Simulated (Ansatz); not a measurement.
This script makes vertical spin-state energies of CH5AlFN, SMILES N[CH](F)[AlH2] with the Ansatz DFT code, driven from Python.

The script, `spin_ch5alfn.py`:
```python
# -*- coding: utf-8 -*-
"""Vertical spin-state energies of CH5AlFN."""

import ansatz as az

mol = (
    az.Crystal.molecule()
    .atom("N", (0.3532, 1.2936, -0.6773))
    .atom("C", (0.6765, -0.0213, -0.307))
    .atom("F", (1.6673, 0.0329, 0.6122))
    .atom("Al", (-0.7925, -1.0258, 0.4698))
    .atom("H", (-0.4641, 1.2778, -1.4117))
    .atom("H", (-0.0701, 1.8491, 0.1516))
    .atom("H", (1.07, -0.5642, -1.1973))
    .atom("H", (-0.6393, -2.5901, 0.6837))
    .atom("H", (-1.7124, -0.2982, 1.6589))
)

calculation = mol.calculation().basis(gaussian="aug-cc-pVDZ").functional("PBE0")
found = {}
for unpaired in [0, 2]:
    r = calculation.spin("collinear", total=unpaired).run(threads=1).report
    s = unpaired / 2
    found[unpaired] = r["free_energy_ev"]
    print(f"2S+1 = {unpaired + 1}: E = {found[unpaired]:.5f} eV, <S^2> = {abs(r['mean_field']['state']['spin_squared']):.3f} (pure state {s * (s + 1):.2f})")
lowest = min(found, key=found.get)
for unpaired, e in found.items():
    print(f"multiplicity {unpaired + 1}: {23.060548 * (e - found[lowest]):.1f} kcal/mol above the lowest")
```

Which spin state is lowest at this geometry, and how far above lie the others?

In order: multiplicity 1 (+0.00 eV) and multiplicity 3 (+2.63 eV), all at the one geometry.

The run itself:

Running `python spin_ch5alfn.py` prints:
```text
2S+1 = 1: E = -11912.37334 eV, <S^2> = 0.000 (pure state 0.00)
2S+1 = 3: E = -11909.73872 eV, <S^2> = 2.005 (pure state 2.00)
multiplicity 1: 0.0 kcal/mol above the lowest
multiplicity 3: 60.8 kcal/mol above the lowest
```

Notes:
- Total energies depend on the basis set; only differences at equal settings carry meaning.
- The geometry is a force-field or estimated start, not a minimum of this method, and the basis set is short of its limit. All parts are taken at fixed geometry, without zero-point energy.
- Run time: 29 s on 1 thread of Arm Neoverse V1 (shared host), peak memory 0.44 GiB.

(A comment or docstring line of the script was reworded after the run, the code is as it ran; lines on the test bed's own set-up are left out of the output.)
